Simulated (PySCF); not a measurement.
# A gas-phase reaction: AlH4N + BF2H2N → AlBF2H3N + H3N

What reaction energy should one expect for `[NH2][AlH2]` + `NB(F)F` → `FB(F)[NH][AlH2]` + `N`?

Programs: PySCF 2.14.0. All values are calculated, for the isolated system unless a continuum is named. Atoms count from 0, parts from 1.

## (1) The system as given

Each species was relaxed by itself at PBE0-D3(BJ)/def2-SVPD.

## (2) Energies of the species: wB97M-D3(BJ)/def2-TZVPD

What the job is given:

```
{"job": {"kind": "react", "xc": "wB97M-D3(BJ)", "basis": "def2-TZVPD"}, "charge": 0, "multiplicity": 1}
-1 AlH4N charge 0 multiplicity 1
N      0.768920    -0.406280    -0.352400
Al    -0.681350     0.377360     0.322670
H      0.763250    -1.085920    -1.102280
H      1.717040    -0.239000    -0.040250
H     -2.087660    -0.014470    -0.296700
H     -0.475280     1.418350     1.501100

-1 BF2H2N charge 0 multiplicity 1
N     -0.609990     0.435610     0.030380
B      0.516390    -0.379560    -0.024230
F      0.908960    -1.088340     1.035350
F      1.245760    -0.483300    -1.136840
H     -0.923820     0.973580    -0.761690
H     -1.167760     0.530250     0.864360

+1 AlBF2H3N charge 0 multiplicity 1
F     -0.768080    -0.910240     0.841130
B     -0.045140     0.256740     1.190990
F     -0.063180     0.572740     2.471220
N      0.516800     0.787690     0.060740
Al    -0.122750    -0.493340    -1.142110
H      1.080100     1.622320     0.042150
H      0.848230    -1.682380    -1.524870
H     -1.445820    -0.153190    -1.939730

+1 H3N charge 0 multiplicity 1
N      0.000460    -0.003480     0.284460
H     -0.436220     0.836290    -0.084320
H     -0.499550    -0.796580    -0.106520
H      0.946290    -0.035140    -0.084710
```

With the program's defaults for keys left out, this is: wB97M-D3(BJ)/def2-TZVPD reaction energy of separated species, gas phase.

Command:

```sh
> OMP_NUM_THREADS=1 python cluster_run.py task.json out
```

The driver reads the jobs from task.json and runs them one after another.

Standard output:

```text
species 1 (AlH4N)
coarse grid: 21360 points
cycle   1  E = -299.6492281461  dE = -1.740e-01  |g| = 4.054e-01  |ddm| = 1.718e+00
cycle   2  E = -299.6540138971  dE = -4.786e-03  |g| = 4.250e-01  |ddm| = 5.354e-01
cycle   3  E = -299.6899504323  dE = -3.594e-02  |g| = 2.577e-02  |ddm| = 2.513e-01
cycle   4  E = -299.6902997225  dE = -3.493e-04  |g| = 8.852e-03  |ddm| = 4.388e-02
cycle   5  E = -299.6903306341  dE = -3.091e-05  |g| = 1.735e-03  |ddm| = 1.316e-02
cycle   6  E = -299.6903326358  dE = -2.002e-06  |g| = 4.038e-04  |ddm| = 4.080e-03
final grid: 44376 points
cycle   7  E = -299.6903216372  dE = -1.352e-07  |g| = 2.247e-04  |ddm| = 1.682e-03
cycle   8  E = -299.6903216577  dE = -2.050e-08  |g| = 2.266e-04  |ddm| = 4.018e-04
cycle   9  E = -299.6903216685  dE = -1.084e-08  |g| = 4.080e-05  |ddm| = 1.585e-04
cycle  10  E = -299.6903216711  dE = -2.530e-09  |g| = 1.174e-05  |ddm| = 1.645e-04
cycle  11  E = -299.6903216711  dE = -6.827e-11  |g| = 1.809e-06  |ddm| = 2.548e-05
converged SCF energy = -299.6903216711

species 2 (BF2H2N)
coarse grid: 25848 points
cycle   1  E = -280.7641317222  dE =  4.569e-01  |g| = 6.771e-01  |ddm| = 1.695e+00
cycle   2  E = -280.7818300255  dE = -1.770e-02  |g| = 7.055e-01  |ddm| = 6.609e-01
cycle   3  E = -280.8466109277  dE = -6.478e-02  |g| = 4.317e-02  |ddm| = 2.797e-01
cycle   4  E = -280.8469588835  dE = -3.480e-04  |g| = 2.399e-02  |ddm| = 4.063e-02
cycle   5  E = -280.8470751459  dE = -1.163e-04  |g| = 7.539e-03  |ddm| = 1.622e-02
cycle   6  E = -280.8470868825  dE = -1.174e-05  |g| = 8.484e-04  |ddm| = 5.471e-03
cycle   7  E = -280.8470872358  dE = -3.533e-07  |g| = 2.325e-04  |ddm| = 1.513e-03
final grid: 56152 points
cycle   8  E = -280.8470884244  dE = -6.752e-08  |g| = 2.138e-04  |ddm| = 1.729e-03
cycle   9  E = -280.8470884281  dE = -3.611e-09  |g| = 2.073e-04  |ddm| = 2.832e-04
cycle  10  E = -280.8470884347  dE = -6.669e-09  |g| = 2.253e-05  |ddm| = 9.430e-05
cycle  11  E = -280.8470884349  dE = -1.864e-10  |g| = 1.003e-05  |ddm| = 3.132e-05
converged SCF energy = -280.8470884349

species 3 (AlBF2H3N)
coarse grid: 34672 points
cycle   1  E = -523.8411875588  dE =  5.295e-01  |g| = 6.947e-01  |ddm| = 2.331e+00
cycle   2  E = -523.8676167928  dE = -2.643e-02  |g| = 6.902e-01  |ddm| = 9.217e-01
cycle   3  E = -523.9352442045  dE = -6.763e-02  |g| = 4.161e-02  |ddm| = 3.236e-01
cycle   4  E = -523.9357763987  dE = -5.322e-04  |g| = 2.020e-02  |ddm| = 6.563e-02
cycle   5  E = -523.9358597843  dE = -8.339e-05  |g| = 9.607e-03  |ddm| = 1.952e-02
cycle   6  E = -523.9358787863  dE = -1.900e-05  |g| = 1.490e-03  |ddm| = 8.384e-03
cycle   7  E = -523.9358799804  dE = -1.194e-06  |g| = 4.693e-04  |ddm| = 2.828e-03
final grid: 73416 points
cycle   8  E = -523.9359022055  dE = -2.478e-07  |g| = 3.836e-04  |ddm| = 5.246e-03
cycle   9  E = -523.9359022190  dE = -1.348e-08  |g| = 4.006e-04  |ddm| = 7.157e-04
cycle  10  E = -523.9359022455  dE = -2.645e-08  |g| = 4.431e-05  |ddm| = 2.461e-04
cycle  11  E = -523.9359022470  dE = -1.499e-09  |g| = 2.409e-05  |ddm| = 1.099e-04
cycle  12  E = -523.9359022472  dE = -2.333e-10  |g| = 5.935e-06  |ddm| = 4.070e-05
converged SCF energy = -523.9359022472

species 4 (H3N)
coarse grid: 12536 points
cycle   1  E = -56.5694041416  dE = -1.294e-01  |g| = 3.024e-01  |ddm| = 1.089e+00
cycle   2  E = -56.5779586392  dE = -8.554e-03  |g| = 2.716e-01  |ddm| = 2.677e-01
cycle   3  E = -56.5918810954  dE = -1.392e-02  |g| = 2.125e-02  |ddm| = 1.115e-01
cycle   4  E = -56.5919867351  dE = -1.056e-04  |g| = 5.195e-03  |ddm| = 1.730e-02
cycle   5  E = -56.5919978761  dE = -1.114e-05  |g| = 7.323e-04  |ddm| = 8.724e-03
cycle   6  E = -56.5919982914  dE = -4.153e-07  |g| = 1.111e-04  |ddm| = 3.177e-03
final grid: 27112 points
cycle   7  E = -56.5919832610  dE = -1.513e-08  |g| = 6.539e-05  |ddm| = 6.132e-04
cycle   8  E = -56.5919832629  dE = -1.903e-09  |g| = 5.369e-05  |ddm| = 1.934e-04
cycle   9  E = -56.5919832635  dE = -6.773e-10  |g| = 1.178e-05  |ddm| = 4.372e-05
converged SCF energy = -56.5919832635

Reaction energy = 5.607 kcal/mol
```

Wall time 26 s (1 thread of Arm Neoverse V2, shared host); peak memory 0.79 GiB.

Species by species (with the dispersion term, which the log's SCF energies lack):

| ν | species | energy (Eh) | HOMO (eV) |
| --- | --- | --- | --- |
| -1 | [NH2][AlH2] | -299.69380 | -10.04 |
| -1 | NB(F)F | -280.85110 | -11.21 |
| +1 | FB(F)[NH][AlH2] | -523.94239 | -10.39 |
| +1 | N | -56.59357 | -10.26 |

## (3) Energies of the species: PBE0-D3(BJ)/def2-TZVPD

Settings changed since step 2:

```diff
@@ -1,2 +1,2 @@
-{"job": {"kind": "react", "xc": "wB97M-D3(BJ)", "basis": "def2-TZVPD"}, "charge": 0, "multiplicity": 1}
+{"job": {"kind": "react", "xc": "PBE0", "basis": "def2-TZVPD", "disp": "d3bj"}, "charge": 0, "multiplicity": 1}
 -1 AlH4N charge 0 multiplicity 1
```

Method: PBE0-D3(BJ)/def2-TZVPD reaction energy of separated species, gas phase.

Standard output:

```text
species 1 (AlH4N)
coarse grid: 5168 points
cycle   1  E = -299.4081332758  dE = -1.352e-01  |g| = 4.772e-01  |ddm| = 1.810e+00
cycle   2  E = -299.3196050402  dE =  8.853e-02  |g| = 7.763e-01  |ddm| = 7.708e-01
cycle   3  E = -299.4580621882  dE = -1.385e-01  |g| = 4.586e-02  |ddm| = 5.115e-01
cycle   4  E = -299.4586603333  dE = -5.981e-04  |g| = 8.113e-03  |ddm| = 4.110e-02
cycle   5  E = -299.4586749402  dE = -1.461e-05  |g| = 1.342e-03  |ddm| = 8.170e-03
cycle   6  E = -299.4586754962  dE = -5.560e-07  |g| = 3.320e-04  |ddm| = 1.632e-03
final grid: 44376 points
cycle   7  E = -299.4543564163  dE = -9.857e-06  |g| = 5.607e-03  |ddm| = 2.350e-02
cycle   8  E = -299.4543460758  dE =  1.034e-05  |g| = 8.936e-03  |ddm| = 8.022e-03
cycle   9  E = -299.4543628506  dE = -1.677e-05  |g| = 1.226e-04  |ddm| = 4.990e-03
cycle  10  E = -299.4543628555  dE = -4.856e-09  |g| = 3.675e-05  |ddm| = 2.500e-04
cycle  11  E = -299.4543628558  dE = -3.311e-10  |g| = 1.012e-05  |ddm| = 5.461e-05
converged SCF energy = -299.4543628558

species 2 (BF2H2N)
coarse grid: 5560 points
cycle   1  E = -280.4288134002  dE =  4.076e-01  |g| = 6.814e-01  |ddm| = 1.764e+00
cycle   2  E = -280.3764091842  dE =  5.240e-02  |g| = 9.367e-01  |ddm| = 7.240e-01
cycle   3  E = -280.5035763237  dE = -1.272e-01  |g| = 4.563e-02  |ddm| = 3.854e-01
cycle   4  E = -280.5038020785  dE = -2.258e-04  |g| = 2.881e-02  |ddm| = 3.503e-02
cycle   5  E = -280.5039532457  dE = -1.512e-04  |g| = 5.050e-03  |ddm| = 1.457e-02
cycle   6  E = -280.5039585423  dE = -5.297e-06  |g| = 8.690e-04  |ddm| = 3.596e-03
final grid: 56152 points
cycle   7  E = -280.5023814180  dE = -9.587e-05  |g| = 7.063e-03  |ddm| = 7.449e-02
cycle   8  E = -280.5023763271  dE =  5.091e-06  |g| = 8.799e-03  |ddm| = 6.764e-03
cycle   9  E = -280.5023892737  dE = -1.295e-05  |g| = 3.096e-04  |ddm| = 3.727e-03
cycle  10  E = -280.5023892865  dE = -1.280e-08  |g| = 1.954e-04  |ddm| = 2.506e-04
cycle  11  E = -280.5023892925  dE = -6.059e-09  |g| = 4.685e-05  |ddm| = 9.626e-05
cycle  12  E = -280.5023892929  dE = -3.398e-10  |g| = 8.281e-06  |ddm| = 2.678e-05
converged SCF energy = -280.5023892929

species 3 (AlBF2H3N)
coarse grid: 7808 points
cycle   1  E = -523.3508637333  dE =  4.449e-01  |g| = 6.952e-01  |ddm| = 2.460e+00
cycle   2  E = -523.2915474885  dE =  5.932e-02  |g| = 9.335e-01  |ddm| = 9.666e-01
cycle   3  E = -523.4328078075  dE = -1.413e-01  |g| = 3.774e-02  |ddm| = 4.962e-01
cycle   4  E = -523.4330572983  dE = -2.495e-04  |g| = 2.189e-02  |ddm| = 5.336e-02
cycle   5  E = -523.4331378108  dE = -8.051e-05  |g| = 8.724e-03  |ddm| = 1.771e-02
cycle   6  E = -523.4331500612  dE = -1.225e-05  |g| = 1.090e-03  |ddm| = 5.716e-03
cycle   7  E = -523.4331502917  dE = -2.305e-07  |g| = 2.712e-04  |ddm| = 1.286e-03
final grid: 73416 points
cycle   8  E = -523.4322021871  dE = -9.394e-05  |g| = 6.125e-03  |ddm| = 1.074e-01
cycle   9  E = -523.4321980000  dE =  4.187e-06  |g| = 7.629e-03  |ddm| = 7.861e-03
cycle  10  E = -523.4322079667  dE = -9.967e-06  |g| = 7.142e-04  |ddm| = 4.311e-03
cycle  11  E = -523.4322080475  dE = -8.077e-08  |g| = 3.649e-04  |ddm| = 6.155e-04
cycle  12  E = -523.4322080693  dE = -2.185e-08  |g| = 8.944e-05  |ddm| = 2.141e-04
cycle  13  E = -523.4322080706  dE = -1.293e-09  |g| = 1.471e-05  |ddm| = 6.228e-05
cycle  14  E = -523.4322080706  dE = -4.422e-11  |g| = 4.353e-06  |ddm| = 1.328e-05
converged SCF energy = -523.4322080706

species 4 (H3N)
coarse grid: 2928 points
cycle   1  E = -56.4891412824  dE = -9.641e-02  |g| = 3.706e-01  |ddm| = 1.102e+00
cycle   2  E = -56.4627146553  dE =  2.643e-02  |g| = 5.179e-01  |ddm| = 4.447e-01
cycle   3  E = -56.5198129744  dE = -5.710e-02  |g| = 1.578e-02  |ddm| = 2.493e-01
cycle   4  E = -56.5198616513  dE = -4.868e-05  |g| = 3.352e-03  |ddm| = 8.679e-03
cycle   5  E = -56.5198638211  dE = -2.170e-06  |g| = 3.228e-04  |ddm| = 2.233e-03
final grid: 27112 points
cycle   6  E = -56.5150236931  dE = -1.187e-05  |g| = 5.552e-03  |ddm| = 1.610e-02
cycle   7  E = -56.5150183301  dE =  5.363e-06  |g| = 7.602e-03  |ddm| = 6.156e-03
cycle   8  E = -56.5150298419  dE = -1.151e-05  |g| = 1.250e-04  |ddm| = 3.416e-03
cycle   9  E = -56.5150298454  dE = -3.482e-09  |g| = 3.251e-05  |ddm| = 1.072e-04
cycle  10  E = -56.5150298456  dE = -2.716e-10  |g| = 3.601e-06  |ddm| = 2.282e-05
converged SCF energy = -56.5150298456

Reaction energy = 5.521 kcal/mol
```

Run time: 12 s. Hardware: 1 thread of Arm Neoverse V2, shared host; peak memory 0.65 GiB.

Reaction energy at this level: 5.52 kcal/mol.

## (4) Side by side

Energies in kcal/mol, with wall time:

| run | reaction | time |
| --- | --- | --- |
| wB97M-D3(BJ)/def2-TZVPD | 5.61 | 26 s |
| PBE0-D3(BJ)/def2-TZVPD | 5.52 | 12 s |

## (5) Summary of results

| quantity | value |
| --- | --- |
| reaction energy (wB97M-D3(BJ)/def2-TZVPD) | 5.61 kcal/mol |
| ΔH, ΔG at 298 K (xTB thermal terms) | +6.4, +8.1 kcal/mol |
| range of the reaction energy over the runs of this table | 5.52 to 5.61 kcal/mol |

In words: The reaction is endothermic by 6.4 kcal/mol in the gas phase; dispersion gives -0.37, and xTB itself gave -1.81 for the electronic energy (xTB energies and thermal terms come from the earlier relaxation of each species, not shown). No barrier was sought. The reaction energy runs from 5.52 (PBE0-D3(BJ)/def2-TZVPD) to 5.61 kcal/mol (wB97M-D3(BJ)/def2-TZVPD).
